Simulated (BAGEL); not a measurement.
# AlH2Br (SMILES [H][Al]([H])[Br]) at HF/3-21G (density fitting with qzvpp-jkfit)

Aim: the energy change on altering one bond length of AlH2Br at HF/3-21G (density fitting with qzvpp-jkfit), from 2 runs. 

Program for the calculation: BAGEL 1.2.2.

18 further runs of the same task are left out: 8 for a known fault of the program, 9 that didn't finish, 1 set aside as unsound or not needed. Runs told in other sessions of the task aren't counted.

## Step 1: The structure to begin with

AlH2Br: 4 atoms, total charge 0, spin state singlet. As SMILES, `[H][Al]([H])[Br]`. Geometry: a GFN2-xTB relaxation, a rough one for these elements and not checked as a minimum.

Bond lengths: Al1–Br4 2.240 Å, Al1–H2 1.534 Å, Al1–H3 1.534 Å. Angles: H2–Al1–Br4 120.8°, H3–Al1–Br4 120.8°, H2–Al1–H3 118.4°.

## Step 2: A single-point energy at HF/3-21G (density fitting with qzvpp-jkfit)

hf.json reads:

```json
{ "bagel": [

{
  "title": "molecule",
  "basis": "3-21g",
  "df_basis": "qzvpp-jkfit",
  "angstrom": true,
  "geometry": [
    { "atom": "Al", "xyz": [       0.085960,       0.143320,       0.001240 ] },
    { "atom": "H", "xyz": [       1.619870,       0.141230,       0.011920 ] },
    { "atom": "H", "xyz": [      -0.640600,       1.494120,      -0.021230 ] },
    { "atom": "Br", "xyz": [      -1.065230,      -1.778670,       0.008060 ] }
  ]
},

{
  "title": "hf"
},

{
  "title": "print",
  "file": "orbitals.molden",
  "orbitals": true
}

]}
```

Started as:

```console
$ BAGEL_NUM_THREADS=1 BAGEL hf.json > hf.out
```

Log:

```text
* using 1 threads per process

  ===============================================================
  ===============================================================

  *** Geometry ***

  { "atom" : "Al", "xyz" : [      0.162441,      0.270836,      0.002343 ] },
  { "atom" : "H", "xyz" : [      3.061111,      0.266886,      0.022526 ] },
  { "atom" : "H", "xyz" : [     -1.210559,      2.823478,     -0.040119 ] },
  { "atom" : "Br", "xyz" : [     -2.012993,     -3.361199,      0.015231 ] },

  Number of auxiliary basis functions:      430

  Since a DF basis is specified, we compute 2- and 3-index integrals:
    o Being stored without compression. Storage requirement is 0.005 GB

  Number of basis functions:       39
  Number of electrons      :       50

    * METHOD: MOLECULE                             0.13

  *** RHF ***

  === Nuclear Repulsion ===
   127.8636788343

      * DIIS with orbital gradients will be used.

  === RHF iteration (3-21g) ===
      0      -2801.80594280          0.00768533           0.03
      1      -2801.82937935          0.00213058           0.03
      2      -2801.83113785          0.00058464           0.03
      3      -2801.83128770          0.00003333           0.03
      4      -2801.83128844          0.00000657           0.03
      5      -2801.83128847          0.00000167           0.03
      6      -2801.83128847          0.00000027           0.03
      7      -2801.83128847          0.00000005           0.03
      8      -2801.83128847          0.00000001           0.03
      9      -2801.83128847          0.00000000           0.03
    * SCF iteration converged.

    * Permanent dipole moment:
           (   -0.372162,    -0.620697,    -0.002832) a.u.

    * METHOD: HF                                   0.38

    * METHOD: PRINT                                0.00

  ===============================================================
```

Run time: 0.64 s. Hardware: 1 thread of Arm Neoverse V1, shared host; peak memory 0.15 GiB.

## Step 3: The distorted shape at the same level

input.json reads:

```json
{ "bagel" : [

{
  "title" : "molecule",
  "basis" : "3-21g",
  "df_basis" : "qzvpp-jkfit",
  "angstrom" : "true",
  "geometry" : [
    { "atom" : "Al", "xyz" : [       1.467362,       2.449665,      -0.006944 ] },
    { "atom" : "H", "xyz" : [       3.001272,       2.447575,       0.003736 ] },
    { "atom" : "H", "xyz" : [       0.740802,       3.800465,      -0.029414 ] },
    { "atom" : "Br", "xyz" : [      -1.065230,      -1.778670,       0.008060 ] }
  ]
},

{ "title" : "hf" },

{ "title" : "print", "file" : "orbitals.molden", "orbitals" : "true" }

]}
```

Started as:

```console
$ BAGEL_NUM_THREADS=1 BAGEL input.json > input.out
```

Log:

```text
* using 1 threads per process

  ===============================================================
  ===============================================================

  *** Geometry ***

  { "atom" : "Al", "xyz" : [      2.772912,      4.629196,     -0.013122 ] },
  { "atom" : "H", "xyz" : [      5.671582,      4.625246,      0.007060 ] },
  { "atom" : "H", "xyz" : [      1.399913,      7.181838,     -0.055584 ] },
  { "atom" : "Br", "xyz" : [     -2.012993,     -3.361199,      0.015231 ] },

  Number of auxiliary basis functions:      430

  Since a DF basis is specified, we compute 2- and 3-index integrals:
    o Being stored without compression. Storage requirement is 0.005 GB

  Number of basis functions:       39
  Number of electrons      :       50

    * METHOD: MOLECULE                             0.12

  *** RHF ***

  === Nuclear Repulsion ===
    64.3372256381

      * DIIS with orbital gradients will be used.

  === RHF iteration (3-21g) ===
      0      -2801.56738479          0.00911666           0.03
      1      -2801.51947012          0.01717493           0.03
      2      -2801.64437231          0.00199137           0.03
      3      -2801.64684636          0.00061837           0.03
      4      -2801.64709912          0.00009498           0.03
      5      -2801.64710472          0.00001789           0.03
      6      -2801.64710500          0.00000290           0.03
      7      -2801.64710501          0.00000082           0.03
      8      -2801.64710501          0.00000049           0.03
      9      -2801.64710502          0.00000039           0.03
     10      -2801.64710502          0.00000016           0.03
     11      -2801.64710502          0.00000005           0.03
     12      -2801.64710502          0.00000001           0.03
     13      -2801.64710502          0.00000000           0.03
    * SCF iteration converged.

    * Permanent dipole moment:
           (   -2.477349,    -4.135719,     0.011279) a.u.

    * METHOD: HF                                   0.48

    * METHOD: PRINT                                0.00

  ===============================================================
```

It took 0.75 s on 1 thread of Arm Neoverse V1, shared host; peak memory 0.15 GiB.

## Step 4: Summary of results

Level: HF/3-21G (density fitting with qzvpp-jkfit).

```
                                                           quantity           value
                                          first shape: total energy  -2801.83129 Eh
                                         first shape: dipole moment          1.84 D
                                           first shape: HOMO energy       -10.92 eV
                                           first shape: LUMO energy         0.86 eV
                                         first shape: HOMO–LUMO gap        11.78 eV
                                      distorted shape: total energy  -2801.64711 Eh
                                     distorted shape: dipole moment         12.25 D
                                       distorted shape: HOMO energy        -7.12 eV
                                       distorted shape: LUMO energy        -2.79 eV
                                     distorted shape: HOMO–LUMO gap         4.33 eV
energy change with the Al1–Br4 bond stretched from 2.240 to 4.929 Å        5.012 eV
```

In words: With the Al1–Br4 bond stretched from 2.240 to 4.929 Å the energy rises by 5.01 eV (116 kcal/mol). The first shape isn't relaxed at this level, so the change isn't measured from a minimum. A restricted reference can't describe the breaking bond well at this length.
